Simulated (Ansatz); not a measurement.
Input of an Ansatz 0.2.0 run:

Contents of input.yaml:

```yaml
crystal:
  lattice:
    - [3.7029743866, 0.0, 0.0]
    - [-1.8514871933, 3.2068698884, 0.0]
    - [0.0, 0.0, 3.694211]
  atoms:
    - { symbol: Te, position: [0.6666666667, 0.3333333333, 0.0] }
    - { symbol: Nb, position: [0.0, 0.0, 0.5] }
hamiltonian:
  xc: pbesol
  pseudopotentials: { kind: paw }
  hubbard: { sites: [{ species: Nb, l: d, u_eff: 2.0 }] }
kpoints:
  mp_grid: { grid: [8, 8, 7] }
scf:
  occupations: { method: fermi_dirac, width: 0.05 }
  n_extra_bands: 6
output:
  forces: true
  stress: true
  eigenvalues: true
  dos: { projected: true, de: 0.05, nscf_kmesh: { grid: [12, 12, 11] } }
```

Potentials or basis: Ansatz PAW.

Command:

```bash
$ ansatz run input.yaml --threads 2 --pin off --max-ram 5632MiB --backend cpu --events-out ev --progress --plain --runs-dir out
```

Problem. What does it give for the pressure?

Solution. -4.9 GPa.

Problem. Estimate the density of states at the Fermi level.

Solution. 1.52 states/eV per cell.

Problem. What does it give for the band gap on the k mesh?

Solution. None (metal or under the smearing width).

Eigenvalues of the final occupation matrices:
| site | spin | trace | eigenvalues |
| --- | --- | --- | --- |
| site 1 | 1 | 2.32 | 0.42 0.46 0.46 0.49 0.49 |

Caveat: U without spin polarisation on a metal has little footing; the PAW data sets come from PBE, with cores solved anew for the run's functional, which leaves a small shift of forces and pressure; the U is typed as a test and isn't derived for this compound. Spin-orbit coupling is left out, which matters for the levels of Te.
